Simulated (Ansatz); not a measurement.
The system is Hf2Pd2Se2Br2O3.

```
Hf Pd Se Br O
1.0
     5.76070    0.00000    0.00000
    -0.52247    5.84720    0.00000
    -1.48845   -0.88663    6.65037
Hf Pd Se Br O
2 2 2 2 3
Direct
  0.74540 0.39602 0.34989
  0.28763 0.45322 0.59401
  0.90854 0.13294 0.84849
  0.25249 0.90323 0.35874
  0.63469 0.40355 0.93716
  0.62597 0.78174 0.53023
  0.85273 0.99089 0.15355
  0.22526 0.82084 0.86223
  0.96040 0.28925 0.59026
  0.43233 0.24524 0.40864
  0.07457 0.58308 0.36682
```

The cell was built by a generator and needn't be a form met in nature.

```yaml
Program: Ansatz 0.2.0
Task: relaxation of cell and atoms
Functional: r2SCAN
Dispersion: D4
Potentials_or_basis: Ansatz PAW
Cutoff: "500 eV (not typed: the program's choice for these potentials)"
k_mesh: 4 × 4 × 3
Occupations: fermi-dirac, width 0.05 eV
Spin: no spin polarisation
```

At the start: volume 20.36 Å³/atom.

Task: Where does the relaxation end?

Result: It ends after 7 steps and the volume is 19.77 Å³/atom (-2.9 %); space group P1 (No. 1, to 0.05 Å).

The path:
```
step  energy change (eV)  largest force (eV/Å)  volume (Å³)
   1              0.0000                0.2708       224.01
   2             -0.0612                0.1599       218.28
   3             -0.0664                0.0701       217.55
   4             -0.0670                0.0158       217.48
   5             -0.0671                0.0114       217.46
   6             -0.0671                0.0076       217.46
   7             -0.0644                0.0076       217.46
```

Final structure:
```yaml
crystal:
  lattice:
    - [5.68777, -0.01600, -0.00749]
    - [-0.53209, 5.81561, -0.01004]
    - [-1.47579, -0.88968, 6.57956]
  atoms:
    - { symbol: Hf, position: [0.74449, 0.39351, 0.34815] }
    - { symbol: Hf, position: [0.28966, 0.45426, 0.59510] }
    - { symbol: Pd, position: [0.91180, 0.13846, 0.85359] }
    - { symbol: Pd, position: [0.25084, 0.90179, 0.35825] }
    - { symbol: Se, position: [0.63396, 0.40548, 0.93725] }
    - { symbol: Se, position: [0.62668, 0.78015, 0.52451] }
    - { symbol: Br, position: [0.84948, 0.98937, 0.15417] }
    - { symbol: Br, position: [0.22605, 0.82229, 0.86329] }
    - { symbol: O, position: [0.96098, 0.29060, 0.59166] }
    - { symbol: O, position: [0.43046, 0.24288, 0.40883] }
    - { symbol: O, position: [0.07560, 0.58120, 0.36523] }
```

Caveat: the plane-wave basis is chosen anew once the cell has moved, so the energies of steps on either side of that aren't comparable; the PAW data sets come from PBE, with cores solved anew for the run's functional, which leaves a small shift of forces and pressure.
